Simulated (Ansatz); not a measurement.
HPbNO4: optical spectrum with PBE

The system is HPbNO4.

```
H Pb N O
1.0
     4.27531   -0.00040    0.00636
    -2.08399    5.20775   -0.04907
    -2.12377   -1.86574    4.91491
H Pb N O
1 1 1 4
Direct
  0.99073 0.03330 0.90994
  0.50274 0.81989 0.14287
  0.00838 0.47408 0.50265
  0.99816 0.92741 0.02877
  0.19467 0.73435 0.60852
  0.81673 0.35882 0.24556
  0.01381 0.33121 0.65217
```

The cell was built by a generator and needn't be a form met in nature.

* Program: Ansatz 0.2.0
* Task: optical spectrum
* Functional: PBE
* Potentials or basis: Ansatz PAW
* Cutoff: 420 eV (not typed: the program's choice for these potentials)
* k mesh: 6 × 4 × 4
* Occupations: fermi-dirac, width 0.05 eV
* Spin: no spin polarisation
* Broadening: 0.05 eV

The band gap on the k mesh is 2.87 eV, indirect (least direct gap 3.18 eV).

Levels at points of the mesh, in eV from the valence-band top:
| k point | band 20 | band 21 | band 22 | band 23 | band 24 | band 25 |
| --- | --- | --- | --- | --- | --- | --- |
| (0.00, 0.00, 0.00) | -2.04 | -0.98 | -0.42 | 3.34 | 4.49 | 5.21 |
| (0.00, 0.00, -0.50) | -1.51 | -0.97 | -0.84 | 3.20 | 3.96 | 4.97 |
| (0.00, -0.50, 0.00) | -1.50 | -0.99 | -0.83 | 3.19 | 4.07 | 4.84 |
| (0.00, -0.50, -0.50) | -1.63 | -0.91 | -0.66 | 3.11 | 3.57 | 5.37 |
| (-0.50, 0.00, 0.00) | -1.14 | -0.72 | 0.00 | 3.19 | 4.25 | 5.43 |
| (-0.50, 0.00, -0.50) | -0.80 | -0.46 | -0.33 | 2.90 | 5.29 | 5.29 |
| (-0.50, -0.50, 0.00) | -0.81 | -0.46 | -0.31 | 2.91 | 5.27 | 5.32 |
| (-0.50, -0.50, -0.50) | -1.13 | -0.71 | -0.03 | 3.19 | 4.25 | 5.45 |

Dielectric function (mean over the directions given):
```tsv
energy (eV)	real part	imaginary part
0.30	3.47	0.00
0.60	3.49	0.00
1.00	3.54	0.00
1.30	3.59	0.00
1.70	3.69	0.00
2.00	3.81	0.00
2.40	4.03	0.00
2.70	4.32	0.00
3.10	5.80	0.18
3.40	4.42	1.89
3.80	4.00	0.98
4.10	4.69	0.79
4.50	5.45	0.94
4.80	7.73	1.77
5.20	5.75	8.80
5.50	0.80	9.07
5.90	0.42	2.70
6.20	1.17	3.34
6.60	0.30	2.74
6.90	0.56	2.30
7.30	0.46	2.13
7.60	0.14	1.93
8.00	0.49	1.24
8.30	0.40	1.06
8.70	1.05	0.81
9.00	0.97	0.81
9.40	1.33	0.65
9.70	1.38	0.71
10.10	1.67	0.81
10.40	2.00	0.93
10.80	2.44	2.31
11.10	1.70	1.94
11.50	1.31	1.71
11.80	0.99	1.36
12.20	1.34	1.30
12.50	1.44	1.43
12.90	1.70	2.02
13.20	0.56	1.32
13.60	1.15	1.23
14.00	1.07	1.38
```

It took 39 s on 8 threads of Intel(R) Xeon(R) Platinum 8488C (Sapphire Rapids) (shared host), peak memory 2.5 GiB.

Caveat: spectra need much finer meshes, so this one isn't converged; independent-particle spectra lack excitons; spin-orbit coupling is left out, which as a rule narrows the gap of such compounds by several tenths of an eV. A k mesh can miss the band edges.
